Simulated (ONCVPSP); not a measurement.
**An ONCV potential for Bi, from input to tests**

Task: generate the file, and judge it by its errors in other configurations, its logarithmic derivatives, its ghosts and its cutoff.

The numbers are computed with ONCVPSP 4.0.1 (PBE, scalar-relativistic, spin-unpolarised reference atom).

## 1. The atom and the settings

Typed settings, in words:

```json
{"element": "bismuth (Bi, Z = 83)", "type": "optimised norm-conserving Vanderbilt (ONCV)", "frozen core": "[Xe] 4f14 5d10", "valence charge": "5", "reference configuration": "6s2 6p3", "partial waves": "6s: rc 1.70 bohr, ncon 4, nbas 9, qcut 3.2 1/bohr, 2 projectors, debl 0.4 Ha; 6p: rc 2.35 bohr, ncon 4, nbas 9, qcut 3.4 1/bohr, 3 projectors, debl 0.6 Ha", "local potential": "polynomial inside 1.50 bohr (lpopt 5, dvloc0 6 Ha)", "core correction": "polynomial model core, fcfact 0.75"}
```

An earlier all-electron run gives the scale for the radii.

All-electron outer shells of the reference configuration (PBE, scalar-relativistic, ld1.x):

```json
{"shell": "5p", "level (eV)": "-95.86", "outermost node (bohr)": "0.48", "outermost maximum (bohr)": "0.86"}
{"shell": "5d", "level (eV)": "-27.08", "outermost node (bohr)": "0.51", "outermost maximum (bohr)": "1.03"}
{"shell": "6s", "level (eV)": "-14.48", "outermost node (bohr)": "0.98", "outermost maximum (bohr)": "1.88"}
{"shell": "6p", "level (eV)": "-4.57", "outermost node (bohr)": "1.14", "outermost maximum (bohr)": "2.44"}
```

## 2. The generation run

Bi.dat

```
# ATOM AND REFERENCE CONFIGURATION
# atsym  z   nc   nv     iexc    psfile
  Bi 83.00   13    2        4      upf
#
#   n    l    f
    1    0    2.00
    2    0    2.00
    2    1    6.00
    3    0    2.00
    3    1    6.00
    3    2   10.00
    4    0    2.00
    4    1    6.00
    4    2   10.00
    4    3   14.00
    5    0    2.00
    5    1    6.00
    5    2   10.00
    6    0    2.00
    6    1    3.00
#
# PSEUDOPOTENTIAL AND OPTIMIZATION
# lmax
    1
#
#   l,   rc,      ep,       ncon, nbas, qcut
    0    1.70    0.00    4    9    3.20
    1    2.35    0.00    4    9    3.40
#
# LOCAL POTENTIAL
# lloc, lpopt,  rc(5),   dvloc0
    4    5    1.50    6.00
#
# VANDERBILT-KLEINMAN-BYLANDER PROJECTORs
# l, nproj, debl
    0    2    0.40
    1    3    0.60
#
# MODEL CORE CHARGE
# icmod, fcfact, rcfact
    1    0.75    0.00
#
# LOG DERIVATIVE ANALYSIS
# epsh1, epsh2, depsh
   -2.00    5.00    0.02
#
# OUTPUT GRID
# rlmax, drl
    6.00    0.01
#
# TEST CONFIGURATIONS
# ncnf
    4
# nvcnf
#   n    l    f
    2
    6    0    2.00
    6    1    2.00
#
    2
    6    0    2.00
    6    1    1.00
#
    2
    6    0    2.00
    6    1    0.00
#
    2
    6    0    1.00
    6    1    4.00
#
```

Started as:

```bash
oncvpsp.x < Bi.dat > Bi.out
```

Before running it: what results should come out? Wanted: cutoffs for 1 and 0.1 mHa per electron, occupied waves; bound ghosts; GHOST(+) flags; largest test error; largest phase difference near zero energy, channels read; rms error of d²Exc/dn², without and with the model core; projector energies reset by the program.

As calculated:

| quantity | value |
| --- | --- |
| cutoffs for 1 and 0.1 mHa per electron, occupied waves | 12 Ha and 38 Ha |
| bound ghosts | p at -1129.53 eV |
| GHOST(+) flags | s at 40 eV, p at 103 eV, p at 362 eV, p at 673 eV and 1 more |
| largest test error (AE − PS) | -275 meV, for 6s2 6p0 |
| largest phase difference near zero energy, channels read | 0.000 rad |
| rms error of d²Exc/dn², without and with the model core | 8.97 and 0.11 mHa |
| projector energies reset by the program | s: -0.532, 0.250 Ha |

In words: It has a bound ghost (p), a state that the atom doesn't have, and that rules the file out. By total energies transferability is poor: the largest error is 275 meV on 46.5 eV, for 6s2 6p0. That test lies far up in energy; among those under 40 eV, nearer to bonding, the largest error is 84 meV. By its cutoff, 12 Ha for the looser tolerance, it is soft on the atom at that tolerance. The tighter tolerance needs 38 Ha, and converged work needs a cutoff nearer that. At the looser tolerance the 6s wave is the slowest; 6p needs 5 Ha. Near zero energy the phases of the channels with partial waves agree within 0.001 rad. The program also flags highly localised states, GHOST(+) (s, p).
